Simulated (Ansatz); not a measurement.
# C₂H₇NSi: up Jacob's ladder to CCSD(T)

The task here is to estimate one member of a computed series from the others.

Program: Ansatz 0.2.0, Gaussian basis. Level of theory: functionals in def2-TZVPP, the program's frozen cores in correlated methods. These are calculated values, not measurements.

The runs, in order: LDA (SPW92), PBE-D4, revPBE-D4, BLYP-D4, r2SCAN-D4, B97M-V, PBE0-D4, B3LYP-D4, r2SCANh-D4, r2SCAN0-D4, HSE06-D4, BHLYP-D4, CAM-B3LYP-D4, LC-ωPBE, ωB97X-V, ωB97M-V, B2PLYP, PBE-QIDH; CCSD(T)/def2-SVP; CCSD(T)/def2-TZVPP; MP2/def2-QZVPP; extrapolation to the limit; RPA on PBE.

## The relaxed structure

An earlier PBE0-D4 in a triple-zeta def2 set relaxation fixed the geometry.

SMILES `N=CC[SiH3]`, 11 atoms, charge 0, spin multiplicity 1.

Atoms are counted from 1 here; the program's logs count them from 0.

Bond lengths: N1–C2 1.264 Å, N1–H5 1.023 Å, C2–C3 1.491 Å, C2–H6 1.095 Å, C3–Si4 1.891 Å, C3–H7 1.095 Å, C3–H8 1.094 Å, Si4–H9 1.487 Å, Si4–H10 1.485 Å, Si4–H11 1.486 Å. Angles: C2–N1–H5 110.9°, N1–C2–C3 128.1°, N1–C2–H6 116.6°, C3–C2–H6 115.2°, C2–C3–Si4 111.3°, C2–C3–H7 110.4°, C2–C3–H8 111.0°, Si4–C3–H7 107.3°, Si4–C3–H8 108.5°, H7–C3–H8 108.2°, C3–Si4–H9 109.6°, C3–Si4–H10 109.6°, C3–Si4–H11 109.8°, H9–Si4–H10 109.4°, H9–Si4–H11 109.1°, H10–Si4–H11 109.2°.

Set-up of the first run:

The input, in.yaml:

```yaml
crystal:
  periodic: [false, false, false]
  atoms:
    - {symbol: N, position_ang: [-1.637103, 1.511046, 0.466091]}
    - {symbol: C, position_ang: [-0.594671, 0.890549, 0.822096]}
    - {symbol: C, position_ang: [-0.197841, -0.508304, 0.490798]}
    - {symbol: Si, position_ang: [1.100305, -0.546029, -0.883762]}
    - {symbol: H, position_ang: [-2.246129, 0.909475, -0.093403]}
    - {symbol: H, position_ang: [0.128290, 1.450749, 1.424898]}
    - {symbol: H, position_ang: [0.241152, -0.998179, 1.366331]}
    - {symbol: H, position_ang: [-1.062611, -1.096049, 0.167873]}
    - {symbol: H, position_ang: [1.550841, -1.945186, -1.105508]}
    - {symbol: H, position_ang: [0.513973, -0.010805, -2.138816]}
    - {symbol: H, position_ang: [2.269094, 0.285834, -0.495998]}
basis:
  gaussian: {orbitals: def2-TZVPP}
hamiltonian: {xc: lda}
output: {orbitals: {seedname: orbitals}}
```

The run is started by

```sh
$ ansatz run in.yaml --threads 2 --pin off --events-out ev --progress --plain --max-ram 4352MiB
```

Among the steps run: LDA; PBE-D4 (GGA); revPBE-D4 (GGA); BLYP-D4 (GGA); r2SCAN-D4 (meta-GGA); B97M-V (meta-GGA); PBE0-D4 (hybrid); B3LYP-D4 (hybrid); r2SCANh-D4 (hybrid); r2SCAN0-D4 (hybrid); HSE06-D4 (hybrid); BHLYP-D4 (hybrid); CAM-B3LYP-D4 (range-separated); LC-ωPBE (range-separated); ωB97X-V (range-separated); ωB97M-V (range-separated); B2PLYP (double hybrid); PBE-QIDH (double hybrid).

One of the session's tables, all rows but one given; the rest of the session is left out.

It belongs to the step «Frontier levels by functional». 

```
  functional  HOMO (eV)  gap (eV)
 LDA (SPW92)      -6.15      4.53
      PBE-D4      -6.07      4.70
   revPBE-D4          ?         ?
     BLYP-D4      -5.97      4.74
   r2SCAN-D4      -6.38      5.25
      B97M-V      -6.62      5.52
     PBE0-D4      -7.58      7.30
    B3LYP-D4      -7.34      6.81
  r2SCANh-D4      -6.94      6.21
  r2SCAN0-D4      -7.79      7.64
    HSE06-D4      -7.18      6.51
    BHLYP-D4      -9.02      9.91
CAM-B3LYP-D4      -9.02      9.91
     LC-ωPBE     -10.38     12.46
     ωB97X-V     -10.05     12.05
     ωB97M-V      -9.97     11.81
```

**Question.** Estimate the row for revPBE-D4.

The run gave: HOMO (eV): -6.03; gap (eV): 4.75. In the column «HOMO (eV)» it lies between PBE-D4 (-6.07) and BLYP-D4 (-5.97).
